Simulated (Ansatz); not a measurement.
# YSe: the cost of one run

Method: DFT PBEsol, scalar-relativistic, plane waves, PAW, in Ansatz 0.2.0.

## 1. The starting structure

Symmetry: Fm-3m, No. 225, cubic system. Conventional cell: a = 5.703 Å, b = 5.703 Å, c = 5.703 Å, α = 90.00°, β = 90.00°, γ = 90.00°. Y (site symmetry m-3m) has 6 Se at 2.85 Å as nearest neighbours. Se (site symmetry m-3m) is surrounded by 6 Y at 2.85 Å.

Structure file:

```cif
data_structure
_symmetry_space_group_name_H-M 'Fm-3m'
_symmetry_Int_Tables_number 225
_cell_length_a 5.7030
_cell_length_b 5.7030
_cell_length_c 5.7030
_cell_angle_alpha 90.000
_cell_angle_beta 90.000
_cell_angle_gamma 90.000
_cell_volume 185.49
loop_
_atom_site_label
_atom_site_type_symbol
_atom_site_symmetry_multiplicity
_atom_site_Wyckoff_symbol
_atom_site_fract_x
_atom_site_fract_y
_atom_site_fract_z
_atom_site_occupancy
Y1 Y 4 b 0.50000 0.00000 0.00000 1
Se1 Se 4 a 0.00000 0.00000 0.00000 1
```

The structure comes from the Crystallography Open Database.

(A quick probe on a coarse mesh, which set the mesh and smearing, is not shown.)

## 3. Full relaxation

The input, input.yaml:

```yaml
crystal:
  lattice:
    - [0.0, 2.8515, 2.8515]
    - [2.8515, 0.0, 2.8515]
    - [2.8515, 2.8515, 0.0]
  atoms:
    - { symbol: "Y", position: [0.5, 0.5, 0.5] }
    - { symbol: Se, position: [0.0, 0.0, 0.0] }
basis:
  ecutwfc: 420
kpoints:
  mp_grid: { grid: [12, 12, 12] }
hamiltonian:
  xc: pbesol
scf:
  occupations: { method: gaussian, width: 0.1 }
output:
  forces: true
  stress: true
  eigenvalues: true
  write_density: true
  write_potential: true
  elf: true
  volumetric_format: npy
relax:
  adjacent_minimum: "off"
  f_tol: 0.005
  max_steps: 80
  cell: { stress_tol: 0.05 }
```

The run is started by

```bash
> ansatz run input.yaml --threads 2 --pin off --max-ram 5120MiB --backend cpu --events-out ev --progress --plain --runs-dir out
```

What time and memory should one allow on 2 threads of an x86-64 CPU, shared host?

About 10 s, with a peak of 0.47 GiB.
